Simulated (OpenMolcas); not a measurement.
**Co⁴⁺ among point charges: CASSCF and CASPT2 levels and susceptibility**

How does a field of 6 point charges split the states of Co⁴⁺, and what χT follows?

Method: state-averaged CASSCF and CASPT2, spin-orbit coupling by RASSI with atomic mean-field integrals. Code: OpenMolcas 26.06.

### Step 1. Starting point

- Species: Co⁴⁺ (cobalt, Z = 27, 23 electrons)
- Basis: ANO-RCC-VDZP [5s4p2d1f], 34 functions
- Scalar Hamiltonian: DKH2, point nucleus
- Inactive shells: 1s 2s 2p 3s 3p
- Active space: 5 electrons in 5 orbitals (3d)
- Some configurations of this space: 3d5
- Orbitals: optimised for each spin and parity, averaged over all roots

Outer shells as boxes (Hund's rule):

3d5
```
3d [↑ ][↑ ][↑ ][↑ ][↑ ]
```

The ion sits among 6 point charges of -0.65 e arranged as a trigonal antiprism (D3d), 1.96 Å from the ion, with a polar angle of 55.8° against the regular 54.74°.

The work runs as a chain of OpenMolcas steps in one folder; each step below is one input file. Labels, J, g values, rates, χT and fits are worked out afterwards by a script from the matrices that RASSI stores. The input lists half of the charges; inversion (Group=XYZ) makes the rest.

### Step 2. GATEWAY and SEWARD: basis and integrals

Contents of a.inp:

```
&GATEWAY
Coord
1

Co 0.0 0.0 0.0
Basis=ANO-RCC-VDZP
Group=XYZ
NoMove
AngMom=0.0 0.0 0.0
AMFI
XField
3 Angstrom 0
0.000000 1.621661 1.100825 -0.650000
1.404399 -0.810830 1.100825 -0.650000
1.404399 0.810830 -1.100825 -0.650000
&SEWARD
```

Run with:

```bash
$ OMP_NUM_THREADS=1 MOLCAS_MEM=1689 MOLCAS_PROJECT=a pymolcas a.inp > a.log
```

The log of the run:

```text
Basis set label: CO.ANO-RCC...5S4P2D1F.

      Electronic valence basis set:
      ------------------
      Associated Effective Charge  27.000000 au
      Associated Actual Charge     27.000000 au
      Nuclear Model: Point charge

      Shell  nPrim  nBasis  Cartesian Spherical Contaminant
         s      21       5        X
         p      15       4        X
         d      10       2                 X
         f       6       1                 X
                  Relativistic Douglas-Kroll-Hess integrals:
                    - DKH order of Hamiltonian: 2
                    - DKH order of Properties : 0
                  Atomic mean-field integrals
```

### Step 3. CASSCF: sextets of even parity, 1 root

Contents of a.inp:

```
&RASSCF
FileOrb=start.orb
Symmetry=1
Spin=6
nActEl=5 0 0
Inactive=3 6
Ras2=5 0
CIRoot=1 1 1
SDav=1
CIMx=300
Iter=120 100
PrWF=0.3
OrbListing=Nothing
MaxOrb=0
>>> COPY $Project.JobIph JOB001
```

start.orb holds the contracted functions of the basis, ordered by shell, or the orbitals of the step before.

The log of the run, cut to the lines that bear on the results:

```text
[...]
      Number of active orbitals                  5
[...]
      Spin quantum number                      2.5
[...]
      Active orbitals                            5   0
[...]
      Number of CSFs                             1
      Number of root(s) required                 1
[...]
      Convergence after  8 iterations
[...]
      Natural orbitals and occupation numbers for root  1
      sym 1:   1.000000   1.000000   1.000000   1.000000   1.000000
::    RASSCF root number  1 Total energy:  -1392.24588504
```

### Step 4. Reference wave functions, quartets of even parity, 24 roots

Contents of a.inp:

```
&RASSCF
FileOrb=start.orb
Symmetry=1
Spin=4
nActEl=5 0 0
Inactive=3 6
Ras2=5 0
CIRoot=24 24 1
SDav=24
CIMx=300
Iter=120 100
PrWF=0.3
OrbListing=Nothing
MaxOrb=0
>>> COPY $Project.JobIph JOB002
```

The log of the run, cut to the lines that bear on the results:

```text
[...]
      Number of active orbitals                  5
[...]
      Spin quantum number                      1.5
[...]
      Active orbitals                            5   0
[...]
      Number of CSFs                            24
      Number of root(s) required                24
[...]
      Convergence after  7 iterations
[...]
      Natural orbitals and occupation numbers for root  1
      sym 1:   1.042166   0.838906   1.157417   0.957833   1.003677
      Natural orbitals and occupation numbers for root  2
      sym 1:   1.045299   0.953920   1.158572   0.841950   1.000258
      Natural orbitals and occupation numbers for root  3
      sym 1:   1.103301   0.896699   1.000000   0.896697   1.103303
::    RASSCF root number  1 Total energy:  -1392.05376122
::    RASSCF root number  2 Total energy:  -1392.05376122
::    RASSCF root number  3 Total energy:  -1392.05373375
[...]
::    RASSCF root number 21 Total energy:  -1391.92350860
::    RASSCF root number 22 Total energy:  -1391.92350860
::    RASSCF root number 23 Total energy:  -1391.92350259
::    RASSCF root number 24 Total energy:  -1391.92306140
```

### Step 5. Reference wave functions, doublets of even parity, 75 roots

Contents of a.inp:

```
&RASSCF
FileOrb=start.orb
Symmetry=1
Spin=2
nActEl=5 0 0
Inactive=3 6
Ras2=5 0
CIRoot=75 75 1
SDav=75
CIMx=300
Iter=120 100
PrWF=0.3
OrbListing=Nothing
MaxOrb=0
>>> COPY $Project.JobIph JOB003
```

Run with:

```bash
$ OMP_NUM_THREADS=1 MOLCAS_MEM=1689 MOLCAS_PROJECT=a pymolcas a.inp > a.log
```

The log of the run, cut to the lines that bear on the results:

```text
[...]
      Number of active orbitals                  5
[...]
      Spin quantum number                      0.5
[...]
      Active orbitals                            5   0
[...]
      Number of CSFs                            75
      Number of root(s) required                75
[...]
      Convergence after  7 iterations
[...]
      Natural orbitals and occupation numbers for root  1
      sym 1:   1.108152   1.108150   1.004536   0.889581   0.889581
      Natural orbitals and occupation numbers for root  2
      sym 1:   1.103194   0.896092   1.092136   0.896455   1.012123
      Natural orbitals and occupation numbers for root  3
      sym 1:   0.898042   0.894357   1.105613   1.012968   1.089020
::    RASSCF root number  1 Total energy:  -1391.97210858
::    RASSCF root number  2 Total energy:  -1391.97210662
::    RASSCF root number  3 Total energy:  -1391.97210662
[...]
::    RASSCF root number 27 Total energy:  -1391.90934638
::    RASSCF root number 28 Total energy:  -1391.90934638
::    RASSCF root number 29 Total energy:  -1391.90915943
::    RASSCF root number 30 Total energy:  -1391.90915943
```

### Step 6. RASSI: spin-orbit coupling between the states

Contents of a.inp:

```
&RASSI
NrOfJobIphs=3 1 24 75
1
1 2 3 4 5 6 7 8 9 10 11 12 13 14 15 16 17 18 19 20 21 22 23 24
1 2 3 4 5 6 7 8 9 10 11 12 13 14 15 16 17 18 19 20 21 22 23 24 25 26 27
28 29 30 31 32 33 34 35 36 37 38 39 40 41 42 43 44 45 46 47 48 49 50 51
52 53 54 55 56 57 58 59 60 61 62 63 64 65 66 67 68 69 70 71 72 73 74 75
IphNames
JOB001
JOB002
JOB003
EJob
SpinOrbit
DIPRint=1.0
SOCoupling=1000.0
Subsets=2
Property=9
'ANGMOM' 1 'ANGMOM' 2 'ANGMOM' 3 'MLTPL  1' 1 'MLTPL  1' 2 'MLTPL  1' 3
'AMFI' 1 'AMFI' 2 'AMFI' 3
SOProperty=3
'ANGMOM' 1 'ANGMOM' 2 'ANGMOM' 3
```

The log of the run:

```text
SPIN-FREE ENERGIES:
  (Shifted by EMIN (a.u.) =      -1392.2458850448)

 SF State       Relative EMIN(au)   Rel lowest level(eV)    D:o, cm**(-1)      L_eff

     1             0.0000000000        0.0000000000              0.0000         0.0
     2             0.1921238224        5.2279555387          42166.3051         4.0
     3             0.1921238224        5.2279555387          42166.3051         4.0
     4             0.1921512978        5.2287031820          42172.3352         4.0
     5             0.1922953393        5.2326227506          42203.9487         4.0
     6             0.1923102557        5.2330286471          42207.2225         4.0
     7             0.1923102557        5.2330286471          42207.2225         4.0
     8             0.1924615963        5.2371468345          42240.4379         4.0
     9             0.1924615963        5.2371468345          42240.4379         4.0
    10             0.1925420486        5.2393360521          42258.0951         4.0
    11             0.2226010287        6.0572825708          48855.2787         1.1
    12             0.2226010292        6.0572825854          48855.2788         1.1
    13             0.2227011053        6.0600057926          48877.2430         1.1
    14             0.2388054024        6.4982260412          52411.7276         2.0
    15             0.2388054024        6.4982260412          52411.7276         2.0
    16             0.2389202129        6.5013501942          52436.9256         2.0
    17             0.2391749228        6.5082812035          52492.8280         2.0
    18             0.2391749240        6.5082812387          52492.8283         2.0
    26             0.2737764606        7.4498370154          60086.9878         6.0
    27             0.2737784243        7.4498904508          60087.4188         6.0
    28             0.2737784243        7.4498904508          60087.4188         6.0
    29             0.2737999717        7.4504767852          60092.1479         6.0
    30             0.2739004061        7.4532097434          60114.1907         6.0
    31             0.2739004061        7.4532097434          60114.1907         6.0
    32             0.2739093342        7.4534526906          60116.1502         6.0
    33             0.2739423394        7.4543508057          60123.3939         6.0
    34             0.2739423394        7.4543508057          60123.3939         6.0
    35             0.2739842612        7.4554915570          60132.5947         6.0
    36             0.2739842612        7.4554915570          60132.5947         6.0
    37             0.2740041574        7.4560329592          60136.9614         6.0
    38             0.2742104043        7.4616452227          60182.2274         6.0
    39             0.3098406294        8.4311930406          68002.1579         2.2
    40             0.3099046485        8.4329350905          68016.2085         2.2
    41             0.3099046509        8.4329351543          68016.2090         2.2
    42             0.3111421595        8.4666094809          68287.8108         2.0
    43             0.3111421602        8.4666094998          68287.8109         2.0
    44             0.3169732076        8.6252803806          69567.5779         3.0
    45             0.3169792356        8.6254444124          69568.9009         3.0
    46             0.3169792356        8.6254444124          69568.9009         3.0
    47             0.3170344033        8.6269456024          69581.0088         3.0
Eigenvalues of complex Hamiltonian:
   -----------------------------------
  (Shifted by EMIN (a.u.) =      -1392.2458850448)

 SO State       Relative EMIN(au)   Rel lowest level(eV)    D:o, cm**(-1)     J-value

     1            -0.0002304425        0.0000000000              0.0000         2.5
     2            -0.0002304425        0.0000000000              0.0000         2.5
     3            -0.0002304044        0.0000010379              0.0084         2.1
     4            -0.0002304044        0.0000010379              0.0084         2.1
     5            -0.0002303293        0.0000030817              0.0249         1.2
     6            -0.0002303293        0.0000030817              0.0249         1.2
     7             0.1917020497        5.2227491798          42124.3130         2.7
     8             0.1917020497        5.2227491798          42124.3130         2.7
     9             0.1917736999        5.2246988808          42140.0384         2.7
    10             0.1917736999        5.2246988808          42140.0384         2.7
    11             0.1918048066        5.2255453364          42146.8655         2.6
    12             0.1918048066        5.2255453364          42146.8655         2.6
    13             0.1918623088        5.2271100511          42159.4858         3.3
    14             0.1918623088        5.2271100511          42159.4858         3.3
    15             0.1918926692        5.2279362003          42166.1491         3.7
    16             0.1918926692        5.2279362003          42166.1491         3.7
    17             0.1919008277        5.2281582046          42167.9397         3.8
    18             0.1919008277        5.2281582046          42167.9397         3.8
    19             0.1920031850        5.2309434884          42190.4045         3.2
    20             0.1920031850        5.2309434884          42190.4045         3.2
    21             0.1920450245        5.2320819999          42199.5873         3.4
    22             0.1920450245        5.2320819999          42199.5873         3.4
    23             0.1920453735        5.2320914948          42199.6638         3.6
    24             0.1920453735        5.2320914948          42199.6638         3.6
    25             0.1921263281        5.2342943823          42217.4313         5.0
    26             0.1921263281        5.2342943823          42217.4313         5.0
    27             0.1921603358        5.2352197792          42224.8952         4.5
    28             0.1921603358        5.2352197792          42224.8952         4.5
    29             0.1921693759        5.2354657733          42226.8792         3.7
    30             0.1921693759        5.2354657733          42226.8792         3.7
    31             0.1922033247        5.2363895669          42234.3301         3.9
    32             0.1922033247        5.2363895669          42234.3301         3.9
    33             0.1922175502        5.2367766619          42237.4523         3.1
    34             0.1922175502        5.2367766619          42237.4523         3.1
    35             0.1922259500        5.2370052324          42239.2958         3.3
    36             0.1922259500        5.2370052324          42239.2958         3.3
    37             0.1922787941        5.2384431936          42250.8937         3.3
    38             0.1922787941        5.2384431936          42250.8937         3.3
    39             0.1923479972        5.2403263056          42266.0821         3.4
    40             0.1923479972        5.2403263056          42266.0821         3.4
    41             0.1923490736        5.2403555967          42266.3183         3.1
Weights of the five most important spin-orbit-free states for each spin-orbit state.

 SO State  Total energy (au)           Spin-free states, spin, and weights
 -------------------------------------------------------------------------------------------------------
    1        -0.000230       1 2.5  0.9990   13 1.5  0.0006   12 1.5  0.0002   11 1.5  0.0002    4 1.5  0.0000
    2        -0.000230       1 2.5  0.9990   13 1.5  0.0006   12 1.5  0.0002   11 1.5  0.0002    4 1.5  0.0000
    3        -0.000230       1 2.5  0.9990   13 1.5  0.0004   11 1.5  0.0003   12 1.5  0.0003    4 1.5  0.0000
    4        -0.000230       1 2.5  0.9990   13 1.5  0.0004   11 1.5  0.0003   12 1.5  0.0003    4 1.5  0.0000
    5        -0.000230       1 2.5  0.9990   11 1.5  0.0005   12 1.5  0.0005    2 1.5  0.0000    3 1.5  0.0000
    6        -0.000230       1 2.5  0.9990   11 1.5  0.0005   12 1.5  0.0005    2 1.5  0.0000    3 1.5  0.0000
    7         0.191702       2 1.5  0.2632    3 1.5  0.2632    5 1.5  0.1587    7 1.5  0.1098    6 1.5  0.1098
    8         0.191702       2 1.5  0.2632    3 1.5  0.2632    5 1.5  0.1587    7 1.5  0.1098    6 1.5  0.1098
    9         0.191774       2 1.5  0.2753    3 1.5  0.2753    4 1.5  0.2722    5 1.5  0.0525    7 1.5  0.0292
   10         0.191774       2 1.5  0.2753    3 1.5  0.2753    4 1.5  0.2722    5 1.5  0.0525    7 1.5  0.0292
   11         0.191805       4 1.5  0.3418    3 1.5  0.2424    2 1.5  0.2424    9 1.5  0.0461    8 1.5  0.0461
   12         0.191805       4 1.5  0.3418    3 1.5  0.2424    2 1.5  0.2424    9 1.5  0.0461    8 1.5  0.0461
```

These steps took 26 s in all on 1 thread, shared host.

Spin-free states, with their symmetry labels:

```csv
state,degeneracy,E (cm-1),free-ion L (%)
6A1,1,0,S (100)
4E,2,42166,G (99)
4A2,1,42172,G (99)
4A1,1,42204,G (100)
4E,2,42207,G (100)
4E,2,42240,G (100)
4A1,1,42258,G (100)
4E,2,48855,P (99)
4A2,1,48877,P (99)
4E,2,52412,D (100)
4A1,1,52437,D (100)
4E,2,52493,D (100)
doublet,3,60087,I (99)
2A2,1,60092,I (99)
2E,2,60114,I (100)
2A1,1,60116,I (100)
2E,2,60123,I (100)
2E,2,60133,I (100)
2A2,1,60137,I (100)
2A1,1,60182,I (100)
2A1,1,68002,D (83)
2E,2,68016,D (83)
2E,2,68288,D (99)
2A2,1,69568,F (100)
```

With spin-orbit coupling:

```csv
E (cm-1),Degeneracy,Label,2S+1,g
0.0,6,,6,
42124,2,E1/2,4,1.14 1.62 1.62
42140,2,E3/2,4,0.00 0.00 0.70
42147,2,E1/2,4,0.00 0.00 0.30
42159,2,E1/2,4,1.34 3.04 3.05
42166,2,E3/2,4,0.00 0.00 2.74
42168,2,E1/2,4,0.72 1.45 1.45
42190,2,E1/2,4,1.04 1.04 2.58
42200,2,E1/2,4,0.71 3.81 3.81
42200,2,E3/2,4,0.00 0.00 5.10
42217,2,E1/2,4,0.26 6.34 6.34
42225,2,E3/2,4,0.00 0.00 2.80
42227,2,E1/2,4,0.25 0.25 6.82
42234,2,E1/2,4,2.22 2.22 5.58
42237,2,E1/2,4,0.76 0.76 8.11
42239,2,E3/2,4,0.00 0.00 7.45
42251,2,E1/2,4,0.21 0.21 0.83
42266,2,E1/2,4,2.37 3.95 3.95
42266,2,E3/2,4,0.00 0.00 6.36
48496,2,E1/2,4,1.58 4.72 4.72
48516,2,E3/2,4,0.00 0.00 4.73
48563,2,E1/2,4,0.01 0.01 7.86
48622,2,E1/2,4,2.06 3.52 3.52
48684,2,E3/2,4,0.00 0.00 5.11
```

The table of states holds 24 of 65 computed; the rest, higher up, is left out. Principal g values are given for doublets only; a zero marks a field direction without first-order Zeeman splitting.

Powder χT (cm³ K/mol): 4.39 at 2 K, 4.39 at 5 K, 4.39 at 10 K, 4.39 at 20 K, 4.39 at 50 K, 4.39 at 100 K, 4.39 at 150 K, 4.39 at 200 K, 4.39 at 250 K, 4.39 at 300 K.

[end of part 1 of 2]
